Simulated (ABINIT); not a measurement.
The system is Ga3Se.

```xyz
4
Lattice="4.4325 0.0000 0.0000 0.0000 4.4325 0.0000 0.0000 0.0000 4.4325" Properties=species:S:1:pos:R:3 pbc="T T T"
Se    0.0000    0.0000    0.0000
Ga    2.2162    2.2162    0.0000
Ga    2.2162    0.0000    2.2162
Ga    0.0000    2.2162    2.2162
```

The cell comes from a database or a generator and needn't be the stable form of this composition.

Base run:

* Program: ABINIT 10.8.3 (patched build)
* Functional: LDA
* Potentials or basis: JTH PAW LDA v2.0
* Cutoff: 463 eV
* k mesh: 6 × 6 × 6
* Occupations: fermi-dirac, width 0.05 eV
* Spin: no spin polarisation

Its results: band gap on the k mesh none (metal or under the smearing width); pressure -5.1 GPa.

Problem. The run is repeated on the same cell with these changes: functional from LDA to PBE; potentials or basis from JTH PAW LDA v2.0 to JTH PAW PBE v2.0. What comes out?

Solution. Band gap on the k mesh none (metal or under the smearing width); pressure -0.7 GPa.
